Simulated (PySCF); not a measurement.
# The bond of RbSr, level by level

The task here is to estimate one member of a computed series from the others.

Method: Rb def2-SVPD with ECP28, Sr def2-SVPD with ECP28, scalar-relativistic core potentials; program: PySCF 2.14.0.

1 further run of the same task is left out (it didn't finish).

Set-up of the first run:

Settings of the job:

```
atoms                         : Rb, Sr
charge                        : 0
basis                         : Rb def2-SVPD with ECP28, Sr def2-SVPD with ECP28
Hamiltonian                   : scalar-relativistic core potentials
basis functions               : 53
electrons treated             : 19
masses in u                   : 84.9118, 87.9056
levels                        : PBE0, PBE, r²SCAN, B3LYP, B2PLYP, B97-3, HSE06, HF, MP2, SCS-MP2
grid                          : 80 radial by 434 angular points
occupations                   : held fixed by the projection of orbital angular momentum
dissociation limit            : Rb + Sr, each in its ground configuration
starting distance in angstrom : 3.770
values of 2S to try           : 1, 3
```

On the command line:

```bash
$ OMP_NUM_THREADS=1 python dia.py task.json out
```

Steps of the session up to this table: Input; First curve: PBE0; Excited determinants; PBE; r²SCAN (meta-GGA); B3LYP; B2PLYP (double hybrid); B97-3 (global hybrid GGA); HSE06; ROHF.

One table of the session follows, with a row left open; its other results are not shown here.

It belongs to the step «The curves together». Energy (eV) from each level's lowest point:

| R (Å) | ROHF | ROHF-MP2 | ROHF-SCS-MP2 | PBE | r²SCAN |
| --- | --- | --- | --- | --- | --- |
| 4.053 | 0.296 | 0.149 | 0.164 | 0.084 | 0.109 |
| 4.242 | 0.203 | 0.088 | 0.100 | 0.033 | 0.048 |
| 4.430 | 0.138 | 0.048 | 0.057 | 0.008 | 0.015 |
| 4.572 | 0.102 | 0.028 | 0.035 | 0.000 | 0.004 |
| 4.713 | 0.075 | 0.014 | 0.019 | 0.000 | 0.000 |
| 4.854 | 0.054 | 0.005 | 0.009 | 0.005 | 0.002 |
| 5.043 | ? | ? | ? | ? | ? |
| 5.279 | 0.018 | 0.000 | 0.000 | 0.037 | 0.030 |
| 5.561 | 0.007 | 0.005 | 0.003 | 0.063 | 0.056 |
| 5.938 | 0.000 | 0.016 | 0.012 | 0.096 | 0.091 |

**Question.** Estimate the row for R (Å) = 5.043.

Worked estimate for «ROHF». A straight line through the neighbours (4.854, 0.054) and (5.279, 0.018) gives 0.054 + (0.018 − 0.054) × (5.043 − 4.854) / (5.279 − 4.854) = 0.038; a parabola fitted to 4 rows on both sides gives 0.035.

**Answer.** ROHF: 0.034; ROHF-MP2: 0.000; ROHF-SCS-MP2: 0.002; PBE: 0.017; r²SCAN: 0.012. In «ROHF» the line misses by +0.004 and the parabola by +0.001.

State 3 has its PBE0 minimum 1.53 eV higher. The other levels ran on the lowest alone.

Caveats from the session: The bond is weak, and basis-set superposition, which was not computed, may be a sizeable part of it.
